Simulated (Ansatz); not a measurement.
This script makes relaxations under a series of pressures of Al, space group P6_3/mmc with the Ansatz DFT code, driven from Python.

`run_compress.py`
```python
# -*- coding: utf-8 -*-
import ansatz as az
import numpy as np
import pandas as pd

FUNCTIONAL = "pbesol"
FILLING = "methfessel_paxton"
MESH = (14, 14, 7)

def edges_and_angles(cell):
    cell = np.asarray(cell)
    a, b, c = np.linalg.norm(cell, axis=1)
    cosines = cell[1] @ cell[2] / (b * c), cell[0] @ cell[2] / (a * c), cell[0] @ cell[1] / (a * b)
    return (a, b, c, *np.degrees(np.arccos(cosines)))

al = (
    az.Lattice.from_parameters(2.812455, 2.812455, 4.86685, alpha=90.0, beta=90.0, gamma=120.0)
    .atom("Al", [2 / 3, 1 / 3, 0.75])
    .atom("Al", [1 / 3, 2 / 3, 0.25])
)

base = (
    al.calculation()
    .functional(FUNCTIONAL)
    .occupations(FILLING, width=50 * az.meV)
    .pseudopotentials("paw")
    .kpoints(*MESH)
)

rows = []
for pressure in [-2, 0, 2, 5, 10]:
    done = base.relax(cell=True, pressure=pressure, force_tolerance=0.03, max_steps=100).run(threads=1)
    cell = done.lattice.cell_ang
    n_atoms = len(done.lattice.sites)
    volume = abs(np.linalg.det(cell)) / n_atoms
    enthalpy = done.report["free_energy_ev"] / n_atoms + pressure * volume / 160.21766
    rows.append((pressure, volume, enthalpy, *edges_and_angles(cell)))
    print(f"{pressure} GPa done: {volume:.4f} A^3/atom")

table = pd.DataFrame(rows, columns=["P_GPa", "V_A3_atom", "H_eV_atom", "a", "b", "c", "alpha", "beta", "gamma"])
print(table.round(4).to_string(index=False))
p, v = np.array([row[0] for row in rows], float), np.array([row[1] for row in rows])
print("mean bulk modulus between rows (GPa):", np.round(-np.diff(p) / np.diff(np.log(v)), 1))
```

From its runs, with one value withheld:

| P (GPa) | relaxed V (Å³/atom) |
| --- | --- |
| -2 | 16.758 |
| 0 | 16.327 |
| 2 | 15.942 |
| 5 | 15.448 |
| 10 | ? |

What volume does the cell relax to at 10 GPa?

Murnaghan's form V = V0 (1 + B' P / B0)^(-1/B') through the 4 rows shown gives V0 = 16.326 Å³, B0 = 80.6 GPa and B' = 4.12, and so 14.768 Å³ an atom at 10 GPa. The run gave 14.758 Å³, 0.07 % away.

At a fixed pressure a relaxation lowers the enthalpy F + PV, while F alone can rise. This isn't the structure that Al takes at ambient conditions. Symmetry holds the cell in this phase, whether or not it is the stable one at each pressure. Finished in 42 s on 1 thread of Arm Neoverse V1, on a shared host, peak memory 0.45 GiB.
